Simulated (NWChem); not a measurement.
# PbSe (Clausthalite) (P1) in NWChem: convergence with k mesh

Aim: find how far k mesh must go before the results for PbSe (Clausthalite) settle, at PBE. This setting moves, with any that are tied to it; all else stays.

Everything below comes from runs of NWChem 7.2.2. Logs are shortened: lines on timing, memory, paths and dates and some standing lists are left out, and cuts for length are marked.

## (1) The cell of the first run

The typed cell holds 2 atoms: a = 4.328 Å, b = 4.328 Å, c = 4.328 Å, α = 60.00°, β = 60.00°, γ = 60.00°.

The cell isn't the ideal one: atoms moved at random.

## (2) With k mesh 1 × 1 × 1

Contents of pbse.nw:

```
start pbse
title "PbSe converge"
memory 1800 mb
geometry units angstrom nocenter noautosym noautoz print
  system crystal
    lattice_vectors
         0.0000000000    3.0606500000    3.0606500000
         3.0606500000    0.0000000000    3.0606500000
         3.0606500000    3.0606500000    0.0000000000
  end
  Pb -0.0022480000 -0.0031650000 -0.0006020000
  Se -0.4969120000  0.4999950000  0.4926990000
end
nwpw
  simulation_cell
    ngrid 36 36 36
  end
  xc pbe96
  cutoff 40.0
  ewald_ncut 8
  ewald_rcut 3.0
  pseudopotentials
    Pb library TM
    Se library TM
  end
  monkhorst-pack 1 1 1
  smear 0.0018375 fermi orbitals 5
  scf pulay alpha 0.5 iterations 5 outer_iterations 1
  loop 10 10
  tolerances 1e-08 1e-08
end
set includestress .true.
task band gradient
```

Potentials or basis: NWChem's TM library (Troullier-Martins).

On the command line:

```
> nwchem pbse.nw > pbse.out
```

Run time: 14 s. Hardware: 1 thread of Arm Neoverse V1, shared host; peak memory 0.12 GiB.

Results:

| Property | Result |
| --- | --- |
| Free energy | -432.8323 eV |
| Pressure | 21.5 GPa |
| Largest force | 0.191 eV/Å |
| Band gap on the k mesh | 5.86 eV, direct |

## (3) With k mesh 2 × 2 × 2

pbse.nw, as its differences from that of step 2:

```diff
@@ -25,3 +25,12 @@
   end
-  monkhorst-pack 1 1 1
+  brillouin_zone
+    kvector 0.0000000000 0.0000000000 0.0000000000 0.1250000000
+    kvector 0.0000000000 0.0000000000 0.5000000000 0.1250000000
+    kvector 0.0000000000 0.5000000000 0.0000000000 0.1250000000
+    kvector 0.0000000000 0.5000000000 0.5000000000 0.1250000000
+    kvector 0.5000000000 0.0000000000 0.0000000000 0.1250000000
+    kvector 0.5000000000 0.0000000000 0.5000000000 0.1250000000
+    kvector 0.5000000000 0.5000000000 0.0000000000 0.1250000000
+    kvector 0.5000000000 0.5000000000 0.5000000000 0.1250000000
+  end
   smear 0.0018375 fermi orbitals 5
```

Potentials or basis: NWChem's TM library (Troullier-Martins).

On the command line:

```
> nwchem pbse.nw > pbse.out
```

Run time: 87 s. Hardware: 1 thread of Arm Neoverse V1, shared host; peak memory 0.19 GiB.

Results:

- Free energy: -436.3820 eV
- Pressure: 3.6 GPa
- Largest force: 0.362 eV/Å
- Band gap on the k mesh: 0.13 eV, direct

## (4) With k mesh 3 × 3 × 3

Contents of pbse.nw:

```
start pbse
title "PbSe converge"
memory 1800 mb
geometry units angstrom nocenter noautosym noautoz print
  system crystal
    lattice_vectors
         0.0000000000    3.0606500000    3.0606500000
         3.0606500000    0.0000000000    3.0606500000
         3.0606500000    3.0606500000    0.0000000000
  end
  Pb -0.0022480000 -0.0031650000 -0.0006020000
  Se -0.4969120000  0.4999950000  0.4926990000
end
nwpw
  simulation_cell
    ngrid 36 36 36
  end
  xc pbe96
  cutoff 40.0
  ewald_ncut 8
  ewald_rcut 3.0
  pseudopotentials
    Pb library TM
    Se library TM
  end
  monkhorst-pack 3 3 3
  smear 0.0018375 fermi orbitals 5
  scf pulay alpha 0.5 iterations 5 outer_iterations 1
  loop 10 10
  tolerances 1e-08 1e-08
end
set includestress .true.
task band gradient
```

On the command line:

```
> nwchem pbse.nw > pbse.out
```

Wall time 2 min (1 thread of Arm Neoverse V1, shared host); peak memory 0.26 GiB.

Results:

```yaml
Free_energy: -438.0275 eV
Pressure: -3.8 GPa
Band_gap_on_the_k_mesh: 2.03 eV, direct
```

## (5) With k mesh 4 × 4 × 4

pbse.nw, as its differences from that of step 4:

```diff
@@ -25,3 +25,40 @@
   end
-  monkhorst-pack 3 3 3
+  brillouin_zone
+    kvector 0.0000000000 0.0000000000 0.0000000000 0.0156250000
+    kvector 0.0000000000 0.0000000000 0.2500000000 0.0312500000
+    kvector 0.0000000000 0.0000000000 0.5000000000 0.0156250000
+    kvector 0.0000000000 0.2500000000 0.0000000000 0.0312500000
+    kvector 0.0000000000 0.2500000000 0.2500000000 0.0312500000
+    kvector 0.0000000000 0.2500000000 0.5000000000 0.0312500000
+    kvector 0.0000000000 0.2500000000 -0.2500000000 0.0312500000
+    kvector 0.0000000000 0.5000000000 0.0000000000 0.0156250000
+    kvector 0.0000000000 0.5000000000 0.2500000000 0.0312500000
+    kvector 0.0000000000 0.5000000000 0.5000000000 0.0156250000
+    kvector 0.2500000000 0.0000000000 0.0000000000 0.0312500000
+    kvector 0.2500000000 0.0000000000 0.2500000000 0.0312500000
+    kvector 0.2500000000 0.0000000000 0.5000000000 0.0312500000
+    kvector 0.2500000000 0.0000000000 -0.2500000000 0.0312500000
+    kvector 0.2500000000 0.2500000000 0.0000000000 0.0312500000
+    kvector 0.2500000000 0.2500000000 0.2500000000 0.0312500000
+    kvector 0.2500000000 0.2500000000 0.5000000000 0.0312500000
+    kvector 0.2500000000 0.2500000000 -0.2500000000 0.0312500000
+    kvector 0.2500000000 0.5000000000 0.0000000000 0.0312500000
+    kvector 0.2500000000 0.5000000000 0.2500000000 0.0312500000
+    kvector 0.2500000000 0.5000000000 0.5000000000 0.0312500000
+    kvector 0.2500000000 0.5000000000 -0.2500000000 0.0312500000
+    kvector 0.2500000000 -0.2500000000 0.0000000000 0.0312500000
+    kvector 0.2500000000 -0.2500000000 0.2500000000 0.0312500000
+    kvector 0.2500000000 -0.2500000000 0.5000000000 0.0312500000
+    kvector 0.2500000000 -0.2500000000 -0.2500000000 0.0312500000
+    kvector 0.5000000000 0.0000000000 0.0000000000 0.0156250000
+    kvector 0.5000000000 0.0000000000 0.2500000000 0.0312500000
+    kvector 0.5000000000 0.0000000000 0.5000000000 0.0156250000
+    kvector 0.5000000000 0.2500000000 0.0000000000 0.0312500000
+    kvector 0.5000000000 0.2500000000 0.2500000000 0.0312500000
+    kvector 0.5000000000 0.2500000000 0.5000000000 0.0312500000
+    kvector 0.5000000000 0.2500000000 -0.2500000000 0.0312500000
+    kvector 0.5000000000 0.5000000000 0.0000000000 0.0156250000
+    kvector 0.5000000000 0.5000000000 0.2500000000 0.0312500000
+    kvector 0.5000000000 0.5000000000 0.5000000000 0.0156250000
+  end
   smear 0.0018375 fermi orbitals 5
```

On the command line:

```
> nwchem pbse.nw > pbse.out
```

It took 6 min on 1 thread of Arm Neoverse V1, shared host; peak memory 0.53 GiB.

Results:

```yaml
Free_energy: -437.9062 eV
Pressure: -3.0 GPa
Largest_force: 0.026 eV/Å
Band_gap_on_the_k_mesh: 0.30 eV, direct
```

## (6) With k mesh 5 × 5 × 5

Contents of pbse.nw:

```
start pbse
title "PbSe converge"
memory 1800 mb
geometry units angstrom nocenter noautosym noautoz print
  system crystal
    lattice_vectors
         0.0000000000    3.0606500000    3.0606500000
         3.0606500000    0.0000000000    3.0606500000
         3.0606500000    3.0606500000    0.0000000000
  end
  Pb -0.0022480000 -0.0031650000 -0.0006020000
  Se -0.4969120000  0.4999950000  0.4926990000
end
nwpw
  simulation_cell
    ngrid 36 36 36
  end
  xc pbe96
  cutoff 40.0
  ewald_ncut 8
  ewald_rcut 3.0
  pseudopotentials
    Pb library TM
    Se library TM
  end
  monkhorst-pack 5 5 5
  smear 0.0018375 fermi orbitals 5
  scf pulay alpha 0.5 iterations 5 outer_iterations 1
  loop 10 10
  tolerances 1e-08 1e-08
end
set includestress .true.
task band gradient
```

Potentials or basis: NWChem's TM library (Troullier-Martins).

On the command line:

```
> nwchem pbse.nw > pbse.out
```

pbse.out:

```text
Northwest Computational Chemistry Package (NWChem) 7.2.2
             --------------------------------------------------------

                                NWChem Input Module
                                -------------------

                                   PbSe converge
                                   -------------

                             Geometry "geometry" -> ""
                             -------------------------

 Output coordinates in angstroms (scale by  1.889725989 to convert to a.u.)

  No.       Tag          Charge          X              Y              Z
 ---- ---------------- ---------- -------------- -------------- --------------
    1 Pb                  82.0000     6.10977053     6.11257715     6.10473270
    2 Se                  34.0000     3.03828889     3.04775548     3.07008598

      Lattice Parameters
      ------------------

      lattice vectors in angstroms (scale by  1.889725989 to convert to a.u.)

      a1=<   0.000   3.061   3.061 >
      a2=<   3.061   0.000   3.061 >
      a3=<   3.061   3.061   0.000 >
      a=       4.328 b=      4.328 c=       4.328
      alpha=  60.000 beta=  60.000 gamma=  60.000
      omega=    57.3

      reciprocal lattice vectors in a.u.

      b1=<  -0.543   0.543   0.543 >
      b2=<   0.543  -0.543   0.543 >
      b3=<   0.543   0.543  -0.543 >

      Atomic Mass
      -----------

      Pb               207.976600
      Se                78.918300

          **********************************************************
[... 12 lines left out ...]
          **********************************************************
          ================ input data ========================
 Generating 1d pseudopotential for Pb

 Generated formatted_filename: ./Pb.cpp
 Generating 1d pseudopotential for Se

 Generated formatted_filename: ./Se.cpp
 random planewave guess, initial psi:pbse.movecs
-   spin, nalpha, nbeta: 1   10    0

 input psi filename:./pbse.movecs

 options:
      boundary conditions  = periodic    (version3)
      electron spin        = restricted
      exchange-correlation = PBE96 (White and Bird) parameterization

 elements involved in the cluster:
      1: Pb  core charge: 4.0  lmax=2
             comment    : Troullier-Martins pseudopotential
             pseudpotential type            :   0
             highest angular component      :   2
             local potential used           :   0
             number of non-local projections:   8
             semicore corrections included  :  2.200 (radius)  3.413 (charge)
             cutoff =   1.927   2.383   3.929
      2: Se  core charge: 6.0  lmax=1
             comment    : Troullier-Martins pseudopotential
             pseudpotential type            :   0
             highest angular component      :   1
             local potential used           :   1
             number of non-local projections:   1
             semicore corrections included  :  1.250 (radius)  3.039 (charge)
             cutoff =   1.842   1.842

 total charge:  -0.000

 atomic composition:
     Pb  :  1     Se  :  1

 number of electrons: spin up=    5.00  spin down=    5.00 (Fourier space)
 number of orbitals:  spin up=      10  spin down=      10 (Fourier space)

 supercell:
      lattice:    a1=<   0.000   5.784   5.784 >
                  a2=<   5.784   0.000   5.784 >
                  a3=<   5.784   5.784   0.000 >
      reciprocal: b1=<  -0.543   0.543   0.543 >
                  b2=<   0.543  -0.543   0.543 >
                  b3=<   0.543   0.543  -0.543 >
      lattice:    a=       8.180 b=      8.180 c=       8.180
                  alpha=  60.000 beta=  60.000 gamma=  60.000
                  omega=       387.0

      Ewald summation: cut radius=    3.00  and  8
                       Madelung Wigner-Seitz=    1.79174723 (alpha=    2.88828212 rs= 4.52056759)

 brillouin zone:
      number of zone points:    63 (reduced from 63 zone points without symmetry)
      weight=   0.016  ks=<   0.400   0.400   0.400 >, k=<   0.217   0.217   0.217>
      weight=   0.016  ks=<   0.200   0.400   0.400 >, k=<   0.326   0.109   0.109>
      weight=   0.016  ks=<  -0.000   0.400   0.400 >, k=<   0.435   0.000  -0.000>
      weight=   0.016  ks=<  -0.200   0.400   0.400 >, k=<   0.543  -0.109  -0.109>
      [... further points ...]

 computational grids:
      density     cutoff= 80.000  fft=  36x  36x  36(    13323 waves    13323 per task)
      wavefnc   1 cutoff= 40.000  fft=  36x  36x  36(     4675 waves     4675 per task)
      wavefnc   2 cutoff= 40.000  fft=  36x  36x  36(     4689 waves     4689 per task)
      wavefnc   3 cutoff= 40.000  fft=  36x  36x  36(     4696 waves     4696 per task)
      [... further points ...]

[... 8 lines left out ...]
      scf algorithm        = Johnson-Pulay mixing (15 histories)
      scf mixing type      = density
      scf mixing parameter = 0.5000
      Kerker damping       = 0.0000

[... 8 lines left out ...]
    iter.           Energy         DeltaE       DeltaRho        DeltaV
    ---------------------------------------------------------------------
       1   -0.1358533201E+02   -0.48211E+01    0.18028E+00    0.18028E+00
       2   -0.1567735778E+02   -0.20920E+01    0.18952E-01    0.12887E-01
       3   -0.1599484922E+02   -0.31749E+00    0.90229E-02    0.50315E-02
       4   -0.1607576389E+02   -0.80915E-01    0.12558E-02    0.85799E-03
       5   -0.1608586516E+02   -0.10101E-01    0.59192E-03    0.38437E-03
       6   -0.1609177377E+02   -0.59086E-02    0.52848E-05    0.10528E-03
[... 8 lines left out ...]
      15   -0.1609347967E+02   -0.11665E-07    0.41609E-08    0.24508E-08
      16   -0.1609347968E+02   -0.78099E-08    0.11135E-09    0.91094E-09
    - Writing fractional density.
      Filename:./pbse.rho
  *** tolerance ok.    iteration terminated.

          =============  summary of results  =================

 number of electrons: spin up=    5.00000  down=    5.00000 (real space)

 total     energy    :  -0.1609347968E+02 (   -0.80467E+01/ion)
 total orbital energy:  -0.1139769423E+00
 hartree   energy    :   0.1318891926E+01
 exc-corr  energy    :  -0.6549939448E+01
 ion-ion   energy    :  -0.1256577914E+02 (   -0.62829E+01/ion)
 smearing  energy    :  -0.2744083248E-07

 K.S. kinetic energy :   0.4194599939E+01
 K.S. V_l  energy    :  -0.2661554999E+01
 K.S. V_nl energy    :   0.1704887886E+00
 K.S. V_Hart energy  :   0.2637783853E+01
 K.S. V_xc energy    :  -0.4454853204E+01
 K.S. V_so energy    :   0.0000000000E+00
 Virial Coefficient  :  -0.1027067092E+01

 Fermi energy =     0.2009704E+00 (   5.469eV)

 Brillouin zone point:      1
    weight=  0.016000
    k     =<   0.400   0.400   0.400> . <b1,b2,b3>
          =<   0.217   0.217   0.217>

 orbital energies:
     0.2607767E+00 (   7.096eV) occ=0.000
     0.2606927E+00 (   7.094eV) occ=0.000
     0.2223107E+00 (   6.049eV) occ=0.000
     0.1782834E+00 (   4.851eV) occ=1.000
     0.1357098E+00 (   3.693eV) occ=1.000
     0.1356588E+00 (   3.691eV) occ=1.000
    -0.1221766E+00 (  -3.325eV) occ=1.000
    -0.2730666E+00 (  -7.431eV) occ=1.000

 Brillouin zone point:      2
    weight=  0.016000
    k     =<   0.200   0.400   0.400> . <b1,b2,b3>
          =<   0.326   0.109   0.109>

 orbital energies:
     0.3317534E+00 (   9.028eV) occ=0.000
     0.3281612E+00 (   8.930eV) occ=0.000
     0.2852497E+00 (   7.762eV) occ=0.000
     0.1219149E+00 (   3.317eV) occ=1.000
     0.1012896E+00 (   2.756eV) occ=1.000
     0.9318380E-01 (   2.536eV) occ=1.000
    -0.1024088E+00 (  -2.787eV) occ=1.000
    -0.2740254E+00 (  -7.457eV) occ=1.000

 Brillouin zone point:      3
    weight=  0.016000
    k     =<  -0.000   0.400   0.400> . <b1,b2,b3>
          =<   0.435   0.000  -0.000>

 orbital energies:
     0.3913824E+00 (  10.650eV) occ=0.000
     0.3810814E+00 (  10.370eV) occ=0.000
     0.3295150E+00 (   8.967eV) occ=0.000
     0.7904310E-01 (   2.151eV) occ=1.000
     0.7900502E-01 (   2.150eV) occ=1.000
     0.3731035E-01 (   1.015eV) occ=1.000
    -0.8485281E-01 (  -2.309eV) occ=1.000
    -0.2655433E+00 (  -7.226eV) occ=1.000

 Brillouin zone point:      4
    weight=  0.016000
    k     =<  -0.200   0.400   0.400> . <b1,b2,b3>
          =<   0.543  -0.109  -0.109>

 orbital energies:
     0.3998045E+00 (  10.879eV) occ=0.000
     0.3569643E+00 (   9.714eV) occ=0.000
     0.3279288E+00 (   8.923eV) occ=0.000
     0.9486322E-01 (   2.581eV) occ=1.000
     0.8640643E-01 (   2.351eV) occ=1.000
     0.1981203E-01 (   0.539eV) occ=1.000
    -0.9722765E-01 (  -2.646eV) occ=1.000
    -0.2591027E+00 (  -7.051eV) occ=1.000

 [... further points or orbitals ...]
 Total BAND energy   :  -0.1609347968E+02

 Total PSPW energy (charge correction - E + 0.5*q**2*mandelung/rs) :  -0.1609347968E+02

========================
= Gradient calculation =
========================

Translation force removed: (   -0.00002   -0.00001    0.00006)

          =============  Ion Gradients =================
 Ion Forces:
        1 Pb   (   -0.00004   -0.00002    0.00008 )
        2 Se   (    0.00011    0.00004   -0.00021 )
        C.O.M. (    0.00000    0.00000    0.00000 )
          ===============================================
          |F|       =   0.258874E-03
          |F|/nion  =   0.129437E-03
          max|Fatom|=   0.242035E-03 (   0.012eV/Angstrom)

 Generated formatted_stress_filename: ./Pb.cpp2

 Generated formatted_stress_filename: ./Se.cpp2

======================
= Stress calculation =
======================

          ============= total gradient ==============
      S =  (   -0.00352    0.00353    0.00352 )
           (    0.00354   -0.00354    0.00353 )
           (    0.00350    0.00350   -0.00350 )
          ===================================================
          |S|      = 0.10562E-01

       dE/da     =     0.00498
       dE/db     =     0.00497
       dE/dc     =     0.00499
       dE/dalpha =     0.01759
       dE/dbeta  =     0.01747
       dE/dgamma =     0.01784

 output psi filename:./pbse.movecs
```

It took 10 min on 1 thread of Arm Neoverse V1, shared host; peak memory 0.85 GiB.

What came out:

- Free energy: -437.9259 eV
- Pressure: -3.1 GPa
- Largest force: 0.009 eV/Å
- Band gap on the k mesh: 1.20 eV, direct

## (7) The series at a glance

```tsv
k mesh	energy less the tightest run, at zero smearing (meV/atom)	pressure (GPa)	largest force (eV/Å)	gap on the mesh (eV)	SCF cycles	CPU time (s)	peak memory (GiB)
1 × 1 × 1	2546.77	21.53	0.191	5.861	19	14	0.12
2 × 2 × 2	784.70	3.56	0.362	0.129	23	87	0.19
3 × 3 × 3	-50.80	-3.84	0.000	2.034	15	120	0.26
4 × 4 × 4	10.43	-3.00	0.026	0.300	19	360	0.53
5 × 5 × 5	0.00	-3.10	0.009	1.198	16	610	0.85
```

Not settled before the last step: the energy (to 1 meV/atom), the pressure (to 0.1 GPa), the largest force (to 0.005 eV/Å), the gap on the mesh (to 0.01 eV). Meshes of other sizes hit other points, so gaps and Fermi surfaces needn't settle smoothly. The tightest run that finished is the yardstick and may itself not be fully converged.

Caveats: potentials of this library can shift pressures by several GPa and gaps by up to half an eV, enough to turn an indirect gap into a direct one; spin-orbit coupling is left out, which as a rule narrows the gap of such compounds by several tenths of an eV; an odd mesh through Γ misses points on the zone boundary, where band edges often lie.
